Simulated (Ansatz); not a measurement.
# AlCdO2: from a guess to a relaxed structure, part 3 of 3

Aim: relax a trial structure of AlCdO2 and see where it ends.

Ansatz 0.2.0; DFT PBE, scalar-relativistic, plane waves, PAW. The steps go on from the part before.

## Step 6: Full relaxation

The end of the coarse run is made exact in the group found at a tolerance of 0.06 Å and reduced to its primitive cell.

Input file input.yaml:

```yaml
crystal:
  lattice:
    - [1.4545947826, 0.8398106893, 6.3103689801]
    - [-1.4545947826, 0.8398106893, 6.3103689801]
    - [0.0, -1.6796213785, 6.3103689801]
  atoms:
    - { symbol: Al, position: [0.5, 0.5, 0.5] }
    - { symbol: Cd, position: [0.0, 0.0, 0.0] }
    - { symbol: O, position: [0.7814871812, 0.7814871812, 0.7814871812] }
    - { symbol: O, position: [0.2185128188, 0.2185128188, 0.2185128188] }
basis:
  ecutwfc: 420
kpoints:
  mp_grid: { grid: [18, 18, 18] }
hamiltonian:
  xc: pbe
scf:
  occupations: { method: gaussian, width: 0.1 }
output:
  forces: true
  stress: true
  eigenvalues: true
relax:
  adjacent_minimum: "off"
  f_tol: 0.01
  max_steps: 80
  cell: { stress_tol: 0.05 }
```

The run is started by

```
$ ansatz run input.yaml --threads 1 --pin off --max-ram 2048MiB --backend cpu --events-out ev --progress --plain --runs-dir out
```

The log of the run:

```text
Warning: RAYON_NUM_THREADS=1 ignored (pool sized by the plan → 1); use --threads N
basis.fft_grid_basis auto: the FFT boxes are laid along the combinations [[1, 0, -1], [0, 1, -1], [0, 0, 1]] of the cell's own vectors, 2.909, 2.909 and 6.530 Å long. The dense box has 20×20×45 points. Along the cell's own vectors, as sized, it would have 45×45×45, 5.06 times as many. Of the 12 symmetry operations that the crystal satisfies within crystal.symmetry.tolerance (time reversal apart; of a slab, those that keep its plane) the dense box along the cell's own vectors carries 12, and the one as laid loses 8 of those. basis.fft_grid_basis: typed keeps the cell's own vectors: state it where this run's energies or levels are differenced outside the engine with another run's, or held beside a run that keeps those vectors.
Engine: ansatz 0.2.0, x86_64-unknown-linux-gnu
Pseudopotentials: kind: paw
Pseudopotential: Al, paw, valence charge 3, recommended cutoff 420 eV (normal), Al.paw.azcp
Pseudopotential: Cd, paw, valence charge 20, recommended cutoff 420 eV (normal), Cd.paw.azcp
Pseudopotential: O, paw, valence charge 6, recommended cutoff 420 eV (normal), O.paw.azcp
Functional definition: PBE
  parameter kappa = 0.804
  parameter beta = 0.06672455060314922
  exchange = pbe_x(kappa = kappa, mu = beta*pi^2/3)
  correlation = pbe_c(beta = beta)
Crystal: 4 atoms, lattice volume = 46.252 Å³
Basis set: ecut = 420 eV, 879 PW (Γ), FFT grids on a1−a3, a2−a3, a3, exchange–correlation on 40×40×90 points (8 copies of the dense FFT grid, shifted against one another)
Bands: 22, of which v1, the nominal top of the filled ones, is band 18 counted from 1 (17 counted from 0)
Symmetry: 12 space group operations
Space group: R-3m (ITA 166), of the structure as read, at distance tolerance 3.6e-5 Å
k-points: 580 of 5832
Non-local potential: Al, projectors of the file, l = 0: 2, l = 1: 2, l = 2: 1
Non-local potential: Cd, projectors of the file, l = 0: 3, l = 1: 2, l = 2: 2, l = 3: 1
Non-local potential: O, projectors of the file, l = 0: 2, l = 1: 2, l = 2: 1
PAW form: soft (Blöchl's): semilocal exchange-correlation on the pseudo side does not see the compensation charge
PAW one-centre angular grid: Al, 110 points (default); XC on 64 Gauss nodes
PAW one-centre angular grid: Cd, 590 points (default); XC on 64 Gauss nodes
PAW one-centre angular grid: O, 110 points (default); XC on 64 Gauss nodes
Initial density: superposition of atomic densities (neutral atoms: chi_scale 0, normalization atom), corrected by the library's trained network
Initial wavefunctions: pseudopotential atomic-orbital guess
Functional: x = pbe(κ = 0.804, μ = 0.2195149727645171), c = pbe(β = 0.06672455060314922)
SCF iter   1: F=—  HF=-9929.485019 eV  |F-HF|=—  |Δ(HF+E_count)|=         —  Δρ=7.18e-3  dr2=4.88e-2  ethr=1.77e-3  ⟨swp⟩=5.2  Hψ=53600  notcnv=0
preconditioner: auto → Kerker (q_TF=auto, 2.604 Å⁻¹)  [metal: Δε(μ)=0.012 eV  Ē_g=14.634 eV  σ=0.100 eV  W_gap=0.07  n_scr=16 (ndim 8)  ℏωp=28.4 eV  f_vac=0.000  D(μ)=0.77/eV (n_scr^D=2)]
SCF iter   2: F=—  HF=-9929.478534 eV  |F-HF|=—  |Δ(HF+E_count)|=   6.49e-3  Δρ=2.75e-3  dr2=1.54e-2  ethr=1.40e-4  ⟨swp⟩=1.0  Hψ=17400  notcnv=0
SCF iter   3: F=—  HF=-9929.476262 eV  |F-HF|=—  |Δ(HF+E_count)|=   2.27e-3  Δρ=1.48e-3  dr2=7.42e-3  ethr=4.41e-5  ⟨swp⟩=1.0  Hψ=12569  notcnv=0
SCF iter   4: F=—  HF=-9929.474316 eV  |F-HF|=—  |Δ(HF+E_count)|=   1.95e-3  Δρ=7.14e-4  dr2=3.86e-4  ethr=2.12e-5  ⟨swp⟩=1.6  Hψ=13003  notcnv=0
SCF iter   5: F=—  HF=-9929.474218 eV  |F-HF|=—  |Δ(HF+E_count)|=   9.75e-5  Δρ=1.60e-4  dr2=1.18e-5  ethr=1.10e-6  ⟨swp⟩=2.0  Hψ=16295  notcnv=0
SCF iter   6: F=—  HF=-9929.474232 eV  |F-HF|=—  |Δ(HF+E_count)|=   1.34e-5  Δρ=5.69e-5  dr2=1.09e-6  ethr=3.38e-8  ⟨swp⟩=2.9  Hψ=23220  notcnv=0  defer=22
SCF iter   7: F=-9929.474232 eV  HF=-9929.474232 eV  |F-HF|=2.86e-8  |Δ(HF+E_count)|=   5.92e-8  Δρ=1.55e-5  dr2=8.65e-8  ethr=2.86e-10  ⟨swp⟩=4.7  Hψ=54730  notcnv=0
SCF 1 converged in 7 iterations: F = -9929.474232 eV  dr2 = 8.65e-8
relax step   1: F+E_penalty+E_count = -9929.47423183 eV  Δ(F+E_penalty+E_count) = +0.000e0 eV  max|allowed force component| = 1.715e-3 eV/Å  Δτ_max = 0.0000 Å  P = +0.203 GPa  Ω = 46.252 Å³  (7 SCF iters, dr2 threshold 1.00e-7 eV, accepted)
Crystal: 4 atoms, lattice volume = 46.346 Å³
Basis set: ecut = 420 eV, 891 PW (Γ), FFT grids on a1−a3, a2−a3, a3, exchange–correlation on 40×40×90 points (8 copies of the dense FFT grid, shifted against one another)
Initial density: handed on by an earlier stage of this run
Initial wavefunctions: those handed on with the density
iter 1 solved again at ethr=5.31e-8 eV; its pass at ethr=3.10e-3 eV (dr2=1.86e-5 eV) is discarded
SCF iter   1: F=—  HF=-9929.473903 eV  |F-HF|=—  |Δ(HF+E_count)|=         —  Δρ=1.79e-4  dr2=1.40e-5  ethr=5.31e-8  ⟨swp⟩=2.0  Hψ=64812  notcnv=0
preconditioner: auto → Kerker (q_TF=auto, 2.604 Å⁻¹)  [metal: Δε(μ)=0.008 eV  Ē_g=14.607 eV  σ=0.100 eV  W_gap=0.04  n_scr=16 (ndim 8)  ℏωp=28.3 eV  f_vac=0.000  D(μ)=1.10/eV (n_scr^D=4)]
SCF iter   2: F=—  HF=-9929.473921 eV  |F-HF|=—  |Δ(HF+E_count)|=   1.79e-5  Δρ=8.31e-5  dr2=5.28e-6  ethr=4.00e-8  ⟨swp⟩=2.4  Hψ=18067  notcnv=0
SCF iter   3: F=—  HF=-9929.473921 eV  |F-HF|=—  |Δ(HF+E_count)|=   3.65e-7  Δρ=4.23e-5  dr2=2.02e-6  ethr=1.51e-8  ⟨swp⟩=1.0  Hψ=12760  notcnv=0
SCF iter   4: F=—  HF=-9929.473921 eV  |F-HF|=—  |Δ(HF+E_count)|=   3.13e-7  Δρ=1.50e-5  dr2=3.11e-7  ethr=5.78e-9  ⟨swp⟩=2.0  Hψ=15996  notcnv=0
SCF iter   5: F=-9929.473920 eV  HF=-9929.473920 eV  |F-HF|=2.32e-8  |Δ(HF+E_count)|=   5.99e-8  Δρ=6.20e-6  dr2=3.33e-8  ethr=3.71e-10  ⟨swp⟩=4.0  Hψ=38691  notcnv=0
SCF 2 converged in 5 iterations: F = -9929.473920 eV  dr2 = 3.33e-8
relax step   2: F+E_penalty+E_count = -9929.47392043 eV  Δ(F+E_penalty+E_count) = +3.114e-4 eV  max|allowed force component| = 1.384e-2 eV/Å  Δτ_max = 0.0018 Å  P = -0.020 GPa  Ω = 46.346 Å³  energy of the carried Pulay correction = -3.337e-4 eV  (5 SCF iters, dr2 threshold 1.30e-7 eV, accepted)
Crystal: 4 atoms, lattice volume = 46.316 Å³
iter 1 solved again at ethr=6.92e-9 eV; its pass at ethr=3.10e-3 eV (dr2=2.42e-6 eV) is discarded
SCF iter   1: F=—  HF=-9929.474028 eV  |F-HF|=—  |Δ(HF+E_count)|=         —  Δρ=8.70e-5  dr2=2.07e-6  ethr=6.92e-9  ⟨swp⟩=2.1  Hψ=64841  notcnv=0
preconditioner: auto → Kerker (q_TF=auto, 2.604 Å⁻¹)  [metal: Δε(μ)=0.006 eV  Ē_g=14.612 eV  σ=0.100 eV  W_gap=0.04  n_scr=16 (ndim 8)  ℏωp=28.4 eV  f_vac=0.000  D(μ)=1.09/eV (n_scr^D=4)]
SCF iter   2: F=—  HF=-9929.474048 eV  |F-HF|=—  |Δ(HF+E_count)|=   2.00e-5  Δρ=4.47e-5  dr2=5.98e-7  ethr=5.91e-9  ⟨swp⟩=2.0  Hψ=20438  notcnv=0
SCF iter   3: F=—  HF=-9929.474048 eV  |F-HF|=—  |Δ(HF+E_count)|=   2.75e-8  Δρ=1.33e-5  dr2=1.08e-7  ethr=1.71e-9  ⟨swp⟩=2.0  Hψ=18941  notcnv=0
SCF iter   4: F=—  HF=-9929.474048 eV  |F-HF|=—  |Δ(HF+E_count)|=   1.06e-8  Δρ=4.57e-6  dr2=2.27e-8  ethr=3.09e-10  ⟨swp⟩=2.0  Hψ=16417  notcnv=0
SCF iter   5: F=-9929.474048 eV  HF=-9929.474048 eV  |F-HF|=3.06e-9  |Δ(HF+E_count)|=   2.88e-9  Δρ=1.93e-6  dr2=4.03e-9  ethr=4.96e-11  ⟨swp⟩=3.9  Hψ=36760  notcnv=0
SCF 3 converged in 5 iterations: F = -9929.474048 eV  dr2 = 4.03e-9
relax step   3: F+E_penalty+E_count = -9929.47404826 eV  Δ(F+E_penalty+E_count) = -1.278e-4 eV  max|allowed force component| = 4.857e-3 eV/Å  Δτ_max = 0.0009 Å  P = +0.028 GPa  Ω = 46.316 Å³  energy of the carried Pulay correction = -2.273e-4 eV  (5 SCF iters, dr2 threshold 1.74e-8 eV, accepted)
Initial wavefunctions: pseudopotential atomic-orbital guess (no wavefunctions were taken with the density)
iter 1 solved again at ethr=4.63e-8 eV; its pass at ethr=3.10e-3 eV (dr2=1.62e-5 eV) is discarded
SCF iter   1: F=—  HF=-9929.474255 eV  |F-HF|=—  |Δ(HF+E_count)|=         —  Δρ=3.62e-5  dr2=2.12e-8  ethr=4.63e-8  ⟨swp⟩=3.0  Hψ=84708  notcnv=0
preconditioner: auto → Kerker (q_TF=auto, 2.604 Å⁻¹)  [metal: Δε(μ)=0.006 eV  Ē_g=14.611 eV  σ=0.100 eV  W_gap=0.04  n_scr=16 (ndim 8)  ℏωp=28.4 eV  f_vac=0.000  D(μ)=1.09/eV (n_scr^D=4)]
SCF iter   2: F=—  HF=-9929.474278 eV  |F-HF|=—  |Δ(HF+E_count)|=   2.29e-5  Δρ=1.84e-5  dr2=7.82e-9  ethr=6.05e-11  ⟨swp⟩=2.0  Hψ=20670  notcnv=0
SCF iter   3: F=—  HF=-9929.474279 eV  |F-HF|=—  |Δ(HF+E_count)|=   9.92e-7  Δρ=2.46e-6  dr2=3.19e-9  ethr=2.24e-11  ⟨swp⟩=2.0  Hψ=20622  notcnv=0
SCF iter   4: F=—  HF=-9929.474279 eV  |F-HF|=—  |Δ(HF+E_count)|=   3.90e-9  Δρ=1.12e-6  dr2=5.84e-10  ethr=9.11e-12  ⟨swp⟩=2.0  Hψ=16643  notcnv=0
SCF iter   5: F=—  HF=-9929.474279 eV  |F-HF|=—  |Δ(HF+E_count)|=  6.49e-10  Δρ=5.27e-7  dr2=1.78e-10  ethr=1.67e-12  ⟨swp⟩=1.8  Hψ=17147  notcnv=0
SCF iter   6: F=-9929.474279 eV  HF=-9929.474279 eV  |F-HF|=0.00e0  |Δ(HF+E_count)|=  2.31e-10  Δρ=1.40e-7  dr2=8.90e-12  ethr=1.00e-12  ⟨swp⟩=2.6  Hψ=42540  notcnv=0
SCF 4 converged in 6 iterations: F = -9929.474279 eV  dr2 = 8.90e-12
relax step   4: F+E_penalty+E_count = -9929.47427906 eV  Δ(F+E_penalty+E_count) = -2.308e-4 eV  max|allowed force component| = 4.854e-3 eV/Å  Δτ_max = 0.0000 Å  P = +0.037 GPa  Ω = 46.316 Å³  stress off target by 3.97e-2 GPa  SCF on the basis re-selected at this cell (its energy is not comparable with the rows above)  (6 SCF iters)
basis re-selected at this cell: Δ(F+E_penalty+E_count) = -2.308e-4 eV, ΔP = +0.009 GPa vs the last step (what re-selecting the basis moved, of the pressure what is left beyond the Pulay correction that the steps carried, after the strain that the cell walked since its last selection, with what the two solves' SCF thresholds leave and, on support functions, any second-order correction that the steps lacked; it is no measure of the basis error at this ecutwfc). This SCF's stress stands 3.97e-2 GPa from its target on what of the cell is left free (relax.cell.stress_tol is 5.00e-2 GPa) and its largest allowed force component is 4.85e-3 eV/Å (relax.f_tol is 1.00e-2 eV/Å): within both
SCF converged after 6 iterations
Free energy (F): -9929.474279 eV
Harris-Foulkes:  -9929.474279 eV  (|F-HF|=0.00e0)
Internal energy: -9929.468826 eV  (E = F + TS)
E sigma→0 (E₀):  -9929.471553 eV
Entropy (-TS):   -0.005453 eV (-1.363 meV/atom)
Fermi energy:    11.250275 eV
--- Per-component energies (eV) ---
  E_band       = -395.681931
  E_kinetic    = 885.544223
  E_local      = -4115.420797  (includes V_loc(G=0)·N_el)
  E_nonlocal   = 138.147173
  E_hartree    = 1877.102307
  E_xc         = -366.530635
  E_vxc        = -442.327841  (∫ρ·V_xc dr)
  E_paw        = -4867.043569  (= ΣΔE_a)
  E_vpaw       = -615.834121  (= ΣTr[D̂ρ^β])
  E_aug_tail   = 0.004959  (compensation charges beyond the density's cutoff)
  E_ewald      = -3481.272488
  E_smearing   = -0.005453  (= −TS)
  E_closure    = -0.000000  (closes the sum)
  Σ components = -9929.474279   (vs F -9929.474279, Δ=0.00e0)
--- Forces (eV/Å), atoms counted from 1 ---
  atom   1  Al     0.00000000    -0.00000000     0.00000000
  atom   2  Cd    -0.00000000     0.00000000    -0.00000000
  atom   3  O      0.00000000    -0.00000000    -0.00485419
  atom   4  O      0.00000000     0.00000000     0.00485419
  max |Σ_I F_I| component: 2.31e-18 eV/Å
--- Stress (GPa, compression-positive) ---
        0.034937       0.000000      -0.000000
        0.000000       0.034937       0.000000
       -0.000000       0.000000       0.039693
  P = ⅓ Tr σ = 0.0365 GPa (0.365 kbar)
--- Band table (eV; the first three rows and the last of 580) ---
  k-point 0: bands = ["-91.3041", "-52.3872", "-52.3872", "-52.2634", "-8.2682", "-6.3110", "1.8173", "2.3764", "2.3764", "3.2803", "3.2803", "4.0846", "8.4277", "8.8268", "8.9248", "8.9248", "9.7053", "9.7053", "16.2652", "17.6108", "20.0423", "25.0149"]
  k-point 1: bands = ["-91.3040", "-52.3893", "-52.3877", "-52.2632", "-8.2325", "-6.2975", "1.8622", "2.3618", "2.4087", "3.2489", "3.2742", "4.1336", "8.1885", "8.6569", "8.8855", "9.0819", "9.6963", "9.7685", "16.3122", "17.7518", "20.1584", "24.7068"]
  k-point 2: bands = ["-91.3034", "-52.3955", "-52.3893", "-52.2625", "-8.1274", "-6.2592", "1.9721", "2.3363", "2.5026", "3.1589", "3.2566", "4.2862", "7.7424", "8.2274", "8.7780", "9.2987", "9.6656", "9.9087", "16.4462", "18.1292", "20.4896", "23.9440"]
  k-point 579: bands = ["-91.3041", "-52.3872", "-52.3872", "-52.2634", "-8.2407", "-6.3657", "1.8364", "2.3766", "2.3766", "3.2813", "3.2813", "5.1649", "5.7100", "8.8952", "8.8952", "9.7351", "9.7351", "11.3562", "14.2956", "18.6584", "20.3748", "25.3311"]
--- Relaxed structure (3 steps of the walk, 3 accepted, 1 SCFs on fresh bases) ---
  F+E_penalty+E_count = -9929.47427906 eV   max|allowed force component| = 4.854e-3 eV/Å   (the final SCF, on the basis selected at the relaxed cell)
  cell:  # Å, volume = 46.3160 Å³
    - [1.4552896099297603, 0.8402118480584854, 6.313088975059451]
    - [-1.4552896099297603, 0.8402118480584854, 6.313088975059451]
    - [1.5131890067635672e-34, -1.680423696066951, 6.313088975066108]
  atoms:
    - { symbol: Al, position: [0.5, 0.5, 0.49999999999999994] }
    - { symbol: Cd, position: [-5.727093380699325e-21, -5.727093380699317e-21, -5.727093380928511e-21] }
    - { symbol: O, position: [0.7815333668788073, 0.7815333668788073, 0.7815333668788073] }
    - { symbol: O, position: [0.21846663312119288, 0.21846663312119288, 0.21846663312119283] }
```

It took 2.7 min on 1 thread of Intel Xeon Platinum 8259CL at 2.50GHz (Skylake/Cascade Lake), shared host; peak memory 0.78 GiB.

Step by step:

| step | energy from step 1 (eV/cell) | largest force component (eV/Å) | pressure (GPa) | volume (Å³) |
| --- | --- | --- | --- | --- |
| 1 | 0.0000 | 0.0017 | 0.20 | 46.25 |
| 2 | 0.0003 | 0.0138 | -0.02 | 46.35 |
| 3 | 0.0002 | 0.0049 | 0.03 | 46.32 |
| 4 | 0.0000 | 0.0049 | 0.04 | 46.32 |

Step 1 is the start. Step 4 repeats the geometry before it on a plane-wave basis chosen anew for that cell, so its energy need not be comparable with the rows above.

Lengths and angles in the start's conventional setting:

|  | before | after | change |
| --- | --- | --- | --- |
| a (Å) | 2.909 | 2.911 | 0.0 % |
| b (Å) | 2.909 | 2.911 | 0.0 % |
| c (Å) | 18.931 | 18.939 | 0.0 % |
| volume (Å³/atom) | 11.56 | 11.58 | +0.1 % |
| shortest distance (Å) | 1.945 | 1.946 | 0.0 % |
| space group (0.01 Å) | R-3m | R-3m | same |

The run keeps the 12 symmetry operations of the start, so it could not have lowered the symmetry.

## Step 7: Summary of results

The summary covers parts 1 to 3. Changes of volume or cell count from the first structure of part 1.

```
                                                              quantity                                                                        value
                                symmetry at the end (tolerance 0.05 Å)                                                   space group R-3m (No. 166)
                                                     conventional cell  a = 2.911 Å, b = 2.911 Å, c = 18.939 Å, α = 90.00°, β = 90.00°, γ = 120.00°
                                                                volume                                                                11.58 Å³/atom
energy over the elements (uncorrected; H, N, O, F and Cl as molecules)                                                                -1.89 eV/atom
                                                       gap on the mesh                                                                 none (metal)
```

What this shows: The space group R-3m (No. 166) is kept, and the volume per atom shrinks by 2.1 % from the first guess. A negative formation energy is needed for stability but isn't enough; other structures and compounds were not set against it here. No finished test with a distortion of lower symmetry is shown, so the end may be a saddle point. A spin-polarised run here lost its starting moments, which speaks against magnetism, though one start doesn't rule it out. Other magnetic orders were not searched.
